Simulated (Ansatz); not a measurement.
# GeH4SSi: how energies converge with the basis set

Aim: see how fast density functionals converge with the basis set for GeH4SSi.

The runs use Ansatz 0.2.0, Gaussian basis; one geometry, several basis sets.

Levels to be run: PBE0-D4/def2-SVP; ωB97M-V/def2-SVP; PBE0-D4/def2-QZVPP; ωB97M-V/def2-QZVPP; the functionals' def2-TZVPP values are taken from earlier runs.

### Step 1. The geometry

All runs share one geometry, relaxed beforehand with PBE0-D4 in a triple-zeta def2 set.

SMILES `[SiH2]1[S][GeH2]1`, 7 atoms, charge 0, spin multiplicity 1.

Atoms are counted from 1 here; the program's logs count them from 0.

Bond lengths: Si1–S2 2.129 Å, Si1–Ge3 2.295 Å, Si1–H4 1.482 Å, Si1–H5 1.482 Å, S2–Ge3 2.279 Å, Ge3–H6 1.531 Å, Ge3–H7 1.531 Å. Angles: S2–Si1–Ge3 61.9°, S2–Si1–H4 116.8°, S2–Si1–H5 116.8°, Ge3–Si1–H4 120.5°, Ge3–Si1–H5 120.5°, H4–Si1–H5 111.7°, Si1–S2–Ge3 62.6°, Si1–Ge3–S2 55.5°, Si1–Ge3–H6 123.1°, Si1–Ge3–H7 123.1°, S2–Ge3–H6 111.7°, S2–Ge3–H7 111.7°, H6–Ge3–H7 113.1°.

Geometry (Å):

```xyz
7

Si   -0.9788   -0.2612   -0.5576
S    -0.2072    1.7040   -0.2818
Ge    1.0042   -0.0263    0.5727
H    -0.9971   -0.7830   -1.9444
H    -2.2249   -0.5978    0.1702
H     1.0932    0.0448    2.0996
H     2.3720   -0.1484   -0.1045
```

### Step 2. PBE0-D4 in def2-SVP

The input, in.yaml:

```yaml
crystal:
  periodic: [false, false, false]
  atoms:
    - {symbol: Si, position_ang: [-0.978815, -0.261231, -0.557605]}
    - {symbol: S, position_ang: [-0.207163, 1.704049, -0.281767]}
    - {symbol: Ge, position_ang: [1.004170, -0.026319, 0.572740]}
    - {symbol: H, position_ang: [-0.997132, -0.782972, -1.944380]}
    - {symbol: H, position_ang: [-2.224901, -0.597802, 0.170173]}
    - {symbol: H, position_ang: [1.093167, 0.044768, 2.099647]}
    - {symbol: H, position_ang: [2.371977, -0.148393, -0.104509]}
basis:
  gaussian: {orbitals: def2-SVP}
hamiltonian: {xc: pbe0, dispersion: d4}
output: {orbitals: {seedname: orbitals}}
```

Command:

```console
$ ansatz run in.yaml --threads 2 --pin off --events-out ev --progress --plain --max-ram 4352MiB
```

After this run come: ωB97M-V in def2-SVP; PBE0-D4 in def2-QZVPP; ωB97M-V in def2-QZVPP.

**Question.** What will the summary of the whole plan be? Wanted: PBE0-D4: double and triple zeta above quadruple; ωB97M-V: double and triple zeta above quadruple.

As calculated:

| quantity | value |
| --- | --- |
| PBE0-D4: double and triple zeta above quadruple | 15.56, 1.81 eV |
| ωB97M-V: double and triple zeta above quadruple | 15.46, 1.75 eV |

What this shows: For PBE0-D4 the step from double to triple zeta gains 13.75 eV and the next only 1.81 eV. Total energies overstate the basis error of differences, where much of it tends to cancel. The LUMO of ωB97M-V is positive and keeps falling with the basis (1.40 to 0.81 eV): an unbound level that the basis holds in place.
